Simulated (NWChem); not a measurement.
# SnS (SMILES [S][Sn]) at 3 levels

Aim: a comparison of 3 runs (HF/3-21G, M06-L/def2-TZVP, PBE/3-21G) of SnS. 

Program for the calculation: NWChem 7.3.0.

## (1) The molecule

The species is SnS (2 atoms), meant as a singlet with charge 0. SMILES: `[S][Sn]`. The bond length is the measured one.

Bond lengths: S1–Sn2 2.209 Å.

## (2) Energy and forces at HF/3-21G (run 1)

ssn.xyz reads:

```xyz
2

S      0.000000     0.000000     0.000000
Sn     0.000000     0.000000     2.209026
```

ssn.nw reads:

```
start ssn
memory stack 880 mb heap 220 mb global 1100 mb
charge 0

geometry units angstrom noautosym nocenter noautoz
   load ssn.xyz
end

basis "ao basis" spherical bse
   S library 3-21G
   Sn library 3-21G
end

scf
   thresh 1e-08
   maxiter 80
end

task scf gradient
```

On the command line:

```console
$ nwchem ssn.nw > ssn.out
```

Standard output:

```text
[...]
  functions       =    44
[...]
  wavefunction    = RHF
[...]
         Total SCF energy =  -6391.887075596801
      One-electron energy =  -9202.734314316260
      Two-electron energy =   2619.205402362731
 Nuclear repulsion energy =    191.641836356729
        Time for solution =      2.1s
[...]
                         RHF ENERGY GRADIENTS
    atom               coordinates                        gradient
                 x          y          z           x          y          z
   1 S       0.000000   0.000000   0.000000   -0.000000   0.000000   0.032348
   2 Sn      0.000000   0.000000   4.174454    0.000000  -0.000000  -0.032348
[...]
```

Wall time 3.6 s (1 thread of Intel Xeon 6975P-C (Granite Rapids), shared host); peak memory 0.096 GiB.

## (3) Energy and gradient at M06-L/def2-TZVP (core potential) (run 2)

input.nw reads:

```
start input
title "SnS"
memory 2200 mb

geometry noautosym nocenter noautoz
S        0.000000       0.000000       0.000000
Sn       0.000000       0.000000       2.209026
end

basis spherical bse
* library def2-TZVP
end

ecp bse
Sn library def2-TZVP
end

dft
xc m06-l
grid xfine
convergence energy 1e-08
iterations 100
mulliken
print low
end

task dft gradient
```

On the command line:

```console
$ nwchem input.nw > input.out
```

Standard output:

```text
[...]
 d= 0,ls=0.0,diis     1   -612.6304742764 -6.97D+02  3.07D-02  6.22D-01     2.5
[...]
 d= 0,ls=0.0,diis    14   -612.7065133575 -8.89D-09  1.29D-06  4.16D-09    25.7
         Total DFT energy =     -612.706513357452
      One electron energy =    -1095.213110348792
           Coulomb energy =      442.123472302588
    Exchange-Corr. energy =      -43.939283308209
 Nuclear repulsion energy =       84.322407996961
[...]
      Total Density - Mulliken Population Analysis
     ---------------------------------------------
    Atom       Charge   Shell Charges
 -----------   ------   -------------------------------------------------------
    1 S   16    16.58   2.01  0.49  1.48  1.07  0.94  4.18  1.68  0.88  2.42  1.39  0.01  0.04  0.00
    2 Sn  22    21.42   0.29 -0.79  1.59  0.93  1.13  0.71 -0.40  6.37  0.53  0.84  0.14  8.90  1.07  0.10  0.00  0.02
[...]
                         DFT ENERGY GRADIENTS
    atom               coordinates                        gradient
                 x          y          z           x          y          z
   1 S       0.000000   0.000000   0.000000    0.000000  -0.000000   0.004153
   2 Sn      0.000000   0.000000   4.174454   -0.000000   0.000000  -0.004153
 Task  times  cpu:       32.4s     wall:       32.4s
 Total times  cpu:       32.4s     wall:       32.4s
```

Wall time 33 s (1 thread of Intel Xeon 6975P-C (Granite Rapids), shared host); peak memory 0.13 GiB.

## (4) Energy and forces at PBE/3-21G (run 3)

run.py reads:

```python
from ase import Atoms
from ase.calculators.nwchem import NWChem

molecule = Atoms(['S', 'Sn'], positions=[
    [0.000000, 0.000000, 0.000000],
    [0.000000, 0.000000, 2.209026],
])

calc = NWChem(
    label='ssn',
    theory='dft',
    memory='2200 mb',
    basis='3-21G',
    basispar='spherical bse',
    dft={'xc': 'xpbe96 cpbe96', 'mult': '1', 'grid': 'xfine', 'convergence': 'energy 1e-08', 'iterations': '100', 'mulliken': None},
)
molecule.calc = calc

forces = molecule.get_forces()
print(f"energy = {molecule.get_potential_energy():.6f} eV")
print("forces (eV/A):")
for s, f in zip(molecule.symbols, forces):
    print(f"{s:2s} {f[0]:10.5f} {f[1]:10.5f} {f[2]:10.5f}")
print("dipole (e A):", molecule.get_dipole_moment().round(4))
```

On the command line:

```console
$ export ASE_NWCHEM_COMMAND="nwchem PREFIX.nwi > PREFIX.nwo"
$ python run.py
```

Standard output:

```text
energy = -173999.171301 eV
forces (eV/A):
S     0.00000    0.00000   -2.49274
Sn   -0.00000   -0.00000    2.49274
dipole (e A): [0.     0.     0.6828]
```

The calculator wrote ssn.nwi:

```
title "ssn"

permanent_dir ssn

scratch_dir ssn

start ssn

geometry units angstrom nocenter noautosym noautoz
  S  0.0000000000000000e+00 0.0000000000000000e+00 0.0000000000000000e+00
  Sn 0.0000000000000000e+00 0.0000000000000000e+00 2.2090260000000002e+00
end

memory 2200 mb

basis spherical bse noprint
   * library 3-21G
end

dft
  xc xpbe96 cpbe96
  mult 1
  grid xfine
  convergence energy 1e-08
  iterations 100
  mulliken
end

task dft gradient
```

ssn.nwo:

```text
Northwest Computational Chemistry Package (NWChem) 7.3.0
             --------------------------------------------------------

           Job information
           ---------------

    nwchem branch   = 7.3.0
    use scalapack   = T
    input           = ssn.nwi
    prefix          = ssn.
    data base       = ssn/ssn.db
    status          = startup
    nproc           =        1

           Memory information
           ------------------

    heap     =     72089596 doubles =      550.0 Mbytes
    stack    =     72089601 doubles =      550.0 Mbytes
    global   =    144179200 doubles =     1100.0 Mbytes (distinct from heap & stack)
    total    =    288358397 doubles =     2200.0 Mbytes
    verify   = yes
    hardfail = no

[... 74 lines left out ...]
  convergence criterion.
[... 36 lines left out ...]
          Spatial weights used:  Erf1
[... 81 lines left out ...]
         Total DFT energy =    -6394.351656516628
[... 3 lines left out ...]
 Nuclear repulsion energy =      191.641836356728
[... 375 lines left out ...]
          Convergence on gradient requested:  5.00D-04
[... 23 lines left out ...]
          total energy or number of iterations.
[... 18 lines left out ...]
                            NWChem DFT Gradient Module
                            --------------------------

                                        ssn

  charge          =   0.00
  wavefunction    = closed shell

                         DFT ENERGY GRADIENTS

    atom               coordinates                        gradient
                 x          y          z           x          y          z
   1 S       0.000000   0.000000   0.000000   -0.000000  -0.000000   0.048476
   2 Sn      0.000000   0.000000   4.174454    0.000000   0.000000  -0.048476

                 ----------------------------------------
                 |  Time  |  1-e(secs)   |  2-e(secs)   |
                 ----------------------------------------
                 |  CPU   |       0.00   |       0.70   |
                 ----------------------------------------
                 |  WALL  |       0.00   |       0.70   |
                 ----------------------------------------

 Task  times  cpu:        4.2s     wall:        4.2s
 Total times  cpu:        4.3s     wall:        4.3s
```

Wall time 5.4 s (1 thread of Intel Xeon 6975P-C (Granite Rapids), shared host); peak memory 0.11 GiB.

## (5) The series

```tsv
run	level	iteration cap	module	energy (Eh)	dipole moment (D)	HOMO energy (eV)	LUMO energy (eV)	wall time
1	HF/3-21G	80	scf	-6391.887076	4.79	-9.48	-0.05	3.6 s
2	M06-L/def2-TZVP (core potential)	100	dft	-612.706513	–	–	–	33 s
3	PBE/3-21G	100	dft	-6394.351657	3.28	-6.34	-3.17	5.4 s
```

## (6) Summary of results

| quantity | value |
| --- | --- |
| run 3: total energy | -6394.35166 Eh |
| run 3: dipole moment | 3.28 D |
| run 3: HOMO energy | -6.34 eV |
| run 3: LUMO energy | -3.17 eV |
| run 3: HOMO–LUMO gap | 3.17 eV |
| run 3: largest force on an atom | 2.493 eV/Å |

In words: Totals of different functionals can't be ranked against each other. Some runs of one species differ in core potentials or relativity; totals across that change don't compare. In runs 1, 3 relativity is left out where basis or elements ask for it. All runs together took 42 s, the longest 33 s.
